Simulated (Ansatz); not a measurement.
**C₂H₃BClN: a rigid scan of the angle C1–B2–Cl3**

How does the energy rise as the angle C1–B2–Cl3 leaves its equilibrium value, and do density functionals follow CCSD(T)? No other atom is relaxed.

The runs use Ansatz 0.2.0, Gaussian basis; single points in def2-TZVPP.

Levels: PBE-D4, r2SCAN-D4, PBE0-D4, B3LYP-D4, wB97M-V, Hartree-Fock, MP2, CCSD, CCSD(T). The scan takes 93.1, 100.6, 108.1, 115.6, 123.1, 130.6, 138.1, 145.6, 153.1°.

Correlated methods freeze the cores. B3LYP uses VWN-RPA correlation.

27 further runs of the same task are left out: 27 set aside as unsound or not needed.

**1. Starting geometry**

SMILES `CB(Cl)C#N`, 8 atoms, charge 0, spin multiplicity 1.

Atoms are counted from 1 here; the program's logs count them from 0.

Bond lengths: C1–B2 1.579 Å, C1–H6 1.039 Å, C1–H7 1.147 Å, C1–H8 1.103 Å, B2–Cl3 1.814 Å, B2–C4 1.528 Å, C4–N5 1.174 Å. Angles: B2–C1–H6 113.7°, B2–C1–H7 106.7°, B2–C1–H8 106.9°, H6–C1–H7 109.2°, H6–C1–H8 113.0°, H7–C1–H8 106.9°, C1–B2–Cl3 118.0°, C1–B2–C4 125.3°, Cl3–B2–C4 116.7°, B2–C4–N5 173.5°.

Coordinates:

```xyz
8
charge 0, multiplicity 1
C    -0.49940   -0.68180    0.67740
B     0.55720    0.09690   -0.20120
Cl    2.29880   -0.39530   -0.07520
C     0.23600    1.24120   -1.16170
N    -0.13700    2.07580   -1.89790
H    -0.07830   -1.40460    1.29390
H    -1.03110    0.10200    1.32400
H    -1.25400   -1.09130   -0.01510
```

**2. A first relaxation in a small basis**

pre/in.yaml reads:

```yaml
crystal:
  periodic: [false, false, false]
  atoms:
    - {symbol: C, position_ang: [-0.499400, -0.681800, 0.677400]}
    - {symbol: B, position_ang: [0.557200, 0.096900, -0.201200]}
    - {symbol: Cl, position_ang: [2.298800, -0.395300, -0.075200]}
    - {symbol: C, position_ang: [0.236000, 1.241200, -1.161700]}
    - {symbol: N, position_ang: [-0.137000, 2.075800, -1.897900]}
    - {symbol: H, position_ang: [-0.078300, -1.404600, 1.293900]}
    - {symbol: H, position_ang: [-1.031100, 0.102000, 1.324000]}
    - {symbol: H, position_ang: [-1.254000, -1.091300, -0.015100]}
basis:
  gaussian: {orbitals: def2-SVP}
hamiltonian: {xc: pbe, dispersion: d4}
relax: {f_tol: 0.03, max_steps: 250}
```

No record of the launch command was kept for these runs.

Further steps of the session: Finding the minimum; Reference energies at the minimum; C1–B2–Cl3 = 93.1°; C1–B2–Cl3 = 100.6°; C1–B2–Cl3 = 108.1°; C1–B2–Cl3 = 115.6°; C1–B2–Cl3 = 123.1°; C1–B2–Cl3 = 130.6°; C1–B2–Cl3 = 138.1°; C1–B2–Cl3 = 145.6°; C1–B2–Cl3 = 153.1°.

**Question.** What will these runs give? Wanted: highest point, CCSD(T); lowest point, CCSD(T); minimum along the scan, CCSD(T); RMS deviation from CCSD(T); largest T1 diagnostic.

**Answer**, as computed:

| quantity | value |
| --- | --- |
| highest point, CCSD(T) | 1359 meV at 93.1° |
| lowest point, CCSD(T) | 0 meV at 123.1° |
| minimum along the scan, CCSD(T) | 123.1° |
| curvature there | 2.31 meV/deg² |
| RMS deviation from CCSD(T) | PBE-D4 41, r2SCAN-D4 9, PBE0-D4 23, B3LYP-D4 2, wB97M-V 12, Hartree-Fock 91, MP2 6, CCSD 12 meV |
| largest T1 diagnostic | 0.014 |

In words: A polynomial through the near points puts the CCSD(T) minimum at the PBE0-D4 value. Curvature against CCSD(T): PBE-D4 -6 %, Hartree-Fock +13 %. The curve of B3LYP-D4 lies nearest to CCSD(T), that of Hartree-Fock farthest.
